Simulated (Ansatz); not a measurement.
**CH₃GeN: one species, many methods**

The task here is to estimate one member of a computed series from the others.

Program: Ansatz 0.2.0, Gaussian basis. Level of theory: functionals in def2-TZVPP, the program's frozen cores in correlated methods. These are calculated values, not measurements.

The runs, in order: LDA (SPW92), PBE-D4, revPBE-D4, BLYP-D4, r2SCAN-D4, B97M-V, PBE0-D4, B3LYP-D4, r2SCANh-D4, r2SCAN0-D4, HSE06-D4, BHLYP-D4, CAM-B3LYP-D4, LC-ωPBE, ωB97X-V, ωB97M-V, B2PLYP, PBE-QIDH; CCSD(T)/def2-SVP; CCSD(T)/def2-TZVPP; MP2/def2-QZVPP; extrapolation to the limit; RPA on PBE.

### The geometry

All runs share one geometry, relaxed beforehand with PBE0-D4 in a triple-zeta def2 set.

6 atoms, charge 0, spin multiplicity 1.

Atoms are counted from 1 here; the program's logs count them from 0.

Bond lengths: N1–C2 1.151 Å, C2–Ge3 1.924 Å, Ge3–H4 1.528 Å, Ge3–H5 1.528 Å, Ge3–H6 1.528 Å. Angles: N1–C2–Ge3 180.0°, C2–Ge3–H4 106.9°, C2–Ge3–H5 106.9°, C2–Ge3–H6 106.9°, H4–Ge3–H5 111.9°, H4–Ge3–H6 111.9°, H5–Ge3–H6 111.9°.

The first run:

Contents of in.yaml:

```yaml
crystal:
  periodic: [false, false, false]
  atoms:
    - {symbol: N, position_ang: [0.584941, -2.257350, 0.822337]}
    - {symbol: C, position_ang: [0.314704, -1.207572, 0.434557]}
    - {symbol: Ge, position_ang: [-0.136426, 0.546826, -0.213650]}
    - {symbol: H, position_ang: [-1.455940, 0.413656, -0.972715]}
    - {symbol: H, position_ang: [1.005679, 0.989218, -1.127386]}
    - {symbol: H, position_ang: [-0.270958, 1.451123, 1.010758]}
basis:
  gaussian: {orbitals: def2-TZVPP}
hamiltonian: {xc: lda}
output: {orbitals: {seedname: orbitals}}
```

On the command line:

```console
ansatz run in.yaml --threads 4 --pin off --events-out ev --progress --plain --max-ram 10444MiB
```

Among the steps run: LDA; PBE-D4 (GGA); revPBE-D4 (GGA); BLYP-D4 (GGA); r2SCAN-D4 (meta-GGA); B97M-V (meta-GGA); B3LYP-D4 (hybrid); r2SCANh-D4 (hybrid); r2SCAN0-D4 (hybrid); HSE06-D4 (hybrid); BHLYP-D4 (hybrid); CAM-B3LYP-D4 (range-separated); LC-ωPBE (range-separated); ωB97X-V (range-separated); ωB97M-V (range-separated); B2PLYP (double hybrid); PBE-QIDH (double hybrid).

One of the session's tables, all rows but one given; the rest of the session is left out.

It belongs to the step «Orbital energies across the functionals». 

| functional | HOMO (eV) | gap (eV) |
| --- | --- | --- |
| LDA (SPW92) | -8.54 | 7.09 |
| PBE-D4 | -8.38 | 7.14 |
| revPBE-D4 | -8.32 | 7.17 |
| BLYP-D4 | -8.23 | 7.11 |
| r2SCAN-D4 | -8.68 | 7.66 |
| B97M-V | -8.68 | 7.66 |
| PBE0-D4 | -9.71 | 9.46 |
| B3LYP-D4 | -9.46 | 8.96 |
| r2SCANh-D4 | -9.17 | 8.52 |
| r2SCAN0-D4 | -9.91 | 9.79 |
| HSE06-D4 | -9.31 | 8.67 |
| BHLYP-D4 | -10.89 | 11.67 |
| CAM-B3LYP-D4 | -11.11 | 11.98 |
| LC-ωPBE | -12.58 | 14.65 |
| ωB97X-V | ? | ? |
| ωB97M-V | -11.99 | 13.81 |

**Question.** Estimate the row for ωB97X-V.

**Answer.** HOMO (eV): -12.15; gap (eV): 14.10. In the column «HOMO (eV)» it lies between LC-ωPBE (-12.58) and ωB97M-V (-11.99).
